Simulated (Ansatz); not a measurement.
Runs of Ansatz 0.2.0 on HPbNO4. The typed cell holds 7 atoms: a = 3.857 Å, b = 4.338 Å, c = 5.984 Å, α = 81.87°, β = 83.26°, γ = 87.68°. The cell was built by a generator and needn't be a form met in nature.

```tsv
task	level	cell	k mesh	points for each segment of the path	mesh quality	gap on the mesh (eV)	pressure (GPa)	largest force (eV/Å)
single point	B3LYP	as given	3 × 3 × 2	-	coarse	1.13	-3.4	(a)
band structure	PBEsol	as given	7 × 6 × 5	10	not flagged	0.35	-3.1	0.42
single point	HSE06	as given	3 × 3 × 2	-	coarse	(b)	(c)	1.47
relaxation of cell and atoms	PBEsol	relaxed	5 × 5 × 4	-	not flagged	0.44	0.0	-
single point	HSE03	as given	3 × 3 × 2	-	coarse	0.58	-6.1	1.45
```

Alike in all rows: potentials or basis Ansatz PAW; no spin polarisation; cutoff (eV) 420; smearing fermi-dirac 0.05 eV.

Task: Fill in the values left out.

Result: (a) 1.05; (b) 0.73; (c) -6.4.

Caveats: some runs use coarse meshes; spin-orbit coupling is left out, which as a rule narrows the gap of such compounds by several tenths of an eV; the PAW data sets come from PBE, with cores solved anew for the run's functional, which leaves a small shift of forces and pressure; odd divisions of the mesh miss points on the zone boundary, where band edges often lie, so the gap on the mesh can be too wide (some runs); forces of over 1 eV/Å show positions far from the minimum, so gaps and moduli don't describe the material at rest (some runs); the thresholds are loose for stress (some runs); the k mesh misses the band edges, so the gap on the mesh is wider than the one along the path (some runs); the plane-wave basis is chosen anew once the cell has moved, so the energies of steps on either side of that aren't comparable (some runs).

A k mesh can miss the band edges, and the runs leave out spin-orbit coupling on Pb.

Runs at the PBE level aren't shown here.
